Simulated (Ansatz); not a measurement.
# Si: a strain scan

Aim: for Si, strain the cell along the Voigt pattern (0, 1, 0, 0, 0, 0).

Computed with Ansatz 0.2.0 (DFT r2SCAN, scalar-relativistic, plane waves, PAW, unless a step's input says otherwise).

## (1) The starting structure

Symmetry: P6_3/mmc, No. 194, hexagonal system. Conventional cell: a = 3.831 Å, b = 3.831 Å, c = 6.333 Å, α = 90.00°, β = 90.00°, γ = 120.00°. Si (site symmetry 3m) has 4 Si at 2.35 to 2.37 Å in its first shell of neighbours.

As a file:

```
CELL_PARAMETERS angstrom
3.83132 0.00000 0.00000
-1.91566 3.31802 0.00000
0.00000 0.00000 6.33262
ATOMIC_POSITIONS crystal
Si 0.33333 0.66667 0.06301
Si 0.66667 0.33333 0.56301
Si 0.33333 0.66667 0.43699
Si 0.66667 0.33333 0.93699
```

It goes back to an entry of the Materials Project, which need not be the stable form.

No relaxation comes first: the listed cell is the starting point.

## (2) The reference cell

Reference values: F = -2556.2146 eV; pressure 0.18 GPa; largest force 0.002 eV/Å; gap on the mesh 0.60 eV. It was computed beforehand with the settings of the runs below.

## (3) Setting up a strain scan

The cell is strained by ε times the Voigt pattern (0, 1, 0, 0, 0, 0) (xx, yy, zz, yz, xz, xy; engineering shear), with fractional coordinates fixed (clamped ions). The stress on the pattern is the sum of the stress components weighted by it, tension positive.

## (4) Point ε = -0.1500

input.yaml reads:

```yaml
crystal:
  lattice:
    - [3.8313174605, 0.0, 0.0]
    - [-1.9156587303, 2.8203155131, 0.0]
    - [0.0, 0.0, 6.3326220002]
  atoms:
    - { symbol: Si, position: [0.3333333333, 0.6666666667, 0.0630095] }
    - { symbol: Si, position: [0.6666666667, 0.3333333333, 0.5630095] }
    - { symbol: Si, position: [0.3333333333, 0.6666666667, 0.4369905] }
    - { symbol: Si, position: [0.6666666667, 0.3333333333, 0.9369905] }
basis:
  ecutwfc: 500
kpoints:
  mp_grid: { grid: [12, 12, 6] }
hamiltonian:
  xc: r2scan
scf:
  occupations: { method: gaussian, width: 0.05 }
output:
  forces: true
  stress: true
  eigenvalues: true
```

Started as:

```
ansatz run input.yaml --threads 1 --pin off --max-ram 2560MiB --backend cpu --events-out ev --progress --plain --runs-dir out
```

## (5) At ε = 0.1125

input.yaml: that of step 4 with these lines changed.

```diff
@@ -3,3 +3,3 @@
     - [3.8313174605, 0.0, 0.0]
-    - [-1.9156587303, 2.8203155131, 0.0]
+    - [-1.9156587303, 3.691295304, 0.0]
     - [0.0, 0.0, 6.3326220002]
```

## (6) ε = -0.0750

input.yaml: that of step 5 with these lines changed.

```diff
@@ -3,3 +3,3 @@
     - [3.8313174605, 0.0, 0.0]
-    - [-1.9156587303, 3.691295304, 0.0]
+    - [-1.9156587303, 3.069166882, 0.0]
     - [0.0, 0.0, 6.3326220002]
```

## (7) Point ε = 0.0375

input.yaml: that of step 6 with these lines changed.

```diff
@@ -3,3 +3,3 @@
     - [3.8313174605, 0.0, 0.0]
-    - [-1.9156587303, 3.069166882, 0.0]
+    - [-1.9156587303, 3.4424439352, 0.0]
     - [0.0, 0.0, 6.3326220002]
```

## (8) ε = 0.1500

input.yaml: that of step 7 with these lines changed.

```diff
@@ -3,3 +3,3 @@
     - [3.8313174605, 0.0, 0.0]
-    - [-1.9156587303, 3.4424439352, 0.0]
+    - [-1.9156587303, 3.8157209884, 0.0]
     - [0.0, 0.0, 6.3326220002]
```

## (9) Point ε = -0.1125

input.yaml: that of step 8 with these lines changed.

```diff
@@ -3,3 +3,3 @@
     - [3.8313174605, 0.0, 0.0]
-    - [-1.9156587303, 3.8157209884, 0.0]
+    - [-1.9156587303, 2.9447411976, 0.0]
     - [0.0, 0.0, 6.3326220002]
@@ -22 +22,5 @@
   eigenvalues: true
+  write_density: true
+  write_potential: true
+  elf: true
+  volumetric_format: npy
```

## (10) At ε = 0.0750

input.yaml: that of step 9 with these lines changed.

```diff
@@ -3,3 +3,3 @@
     - [3.8313174605, 0.0, 0.0]
-    - [-1.9156587303, 2.9447411976, 0.0]
+    - [-1.9156587303, 3.5668696196, 0.0]
     - [0.0, 0.0, 6.3326220002]
@@ -22,5 +22 @@
   eigenvalues: true
-  write_density: true
-  write_potential: true
-  elf: true
-  volumetric_format: npy
```

## (11) At ε = -0.0375

input.yaml: that of step 10 with these lines changed.

```diff
@@ -3,3 +3,3 @@
     - [3.8313174605, 0.0, 0.0]
-    - [-1.9156587303, 3.5668696196, 0.0]
+    - [-1.9156587303, 3.1935925664, 0.0]
     - [0.0, 0.0, 6.3326220002]
```

## (12) At ε = 0.1312

input.yaml: that of step 11 with these lines changed.

```diff
@@ -3,3 +3,3 @@
     - [3.8313174605, 0.0, 0.0]
-    - [-1.9156587303, 3.1935925664, 0.0]
+    - [-1.9156587303, 3.7533422453, 0.0]
     - [0.0, 0.0, 6.3326220002]
```

(Steps that only read results are left out.)

Before running it: what results should come out? Wanted: slope of the stress at ε = 0, over ±0.0375.

As calculated:

```
                                  quantity    value
slope of the stress at ε = 0, over ±0.0375  231 GPa
```

The slope of the stress at zero strain, 231 GPa, estimates C22 with clamped ions in this Cartesian frame; letting the atoms relax could not make it stiffer. The step is wide, so higher orders mix in. The undisturbed cell stays the lowest of the sampled points. Compression costs more than tension: 463.2 against 227.8 meV/atom at the ends. The gap on the mesh, 0.60 eV at the start, reads zero at ε = -0.1500.
